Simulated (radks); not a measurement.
**Pd²⁺ in [Kr] 4d8: an all-electron calculation**

The task here is to estimate one member of a computed series from the others.

The numbers are computed with radks (a radial shooting solver on a logarithmic mesh, Libxc functionals) version 1 (scalar-relativistic Kohn-Sham, SOGGA, spin-polarised, spherical densities, point nucleus; open shells are filled with parallel spins first), except any that are marked as measured or tabulated.

**Starting point**

```
element       : palladium (Z = 46)
charge        : +2
electrons     : 44
configuration : [Kr] 4d8
```

The outer shells:

Pd²⁺
```
[Kr] core
4d [↑↓][↑↓][↑↓][↑ ][↑ ]
```

Set-up of the first run:

Input:

```text
Z 46
configuration [Kr] 4d8
relativity scalar-relativistic
functional sogga,pbe
spin polarised
nucleus point
c 137.035999084
```

Steps of the session up to this table: Self-consistent calculation.

One of the session's tables, all rows but one given; the rest of the session is left out.

It belongs to the step «Radial structure». Sizes of the orbitals, from the radial functions (bohr):

```
  level      <r>  outermost maximum (interpolated)  90 % within  nodes
  1s up  0.03187                            0.0207       0.0572      0
1s down  0.03187                            0.0207       0.0572      0
  2s up   0.1384                             0.117        0.214      1
2s down   0.1384                             0.117        0.214      1
  2p up   0.1207                            0.0934        0.196      0
2p down   0.1207                            0.0934        0.196      0
  3s up        ?                                 ?            ?      ?
3s down   0.3795                             0.342        0.559      2
  3p up   0.3789                             0.335        0.571      1
3p down   0.3789                             0.335        0.570      1
  3d up   0.3578                             0.282        0.567      0
3d down   0.3577                             0.282        0.567      0
  4s up   0.9431                             0.851         1.37      3
4s down   0.9419                             0.850         1.37      3
  4p up    1.034                             0.908         1.53      2
4p down    1.033                             0.907         1.53      2
  4d up    1.367                              1.08         2.15      1
4d down    1.378                              1.07         2.18      1
```

Q: Estimate the row for 3s up from the others.

The run gave: <r>: 0.3796; outermost maximum (interpolated): 0.342; 90 % within: 0.559; nodes: 2. In the column «<r>» it lies between 3s down (0.3795) and 4s down (0.9419).

Caveats from the session: Open shells are spherical and high-spin; term and fine-structure splittings are not resolved.
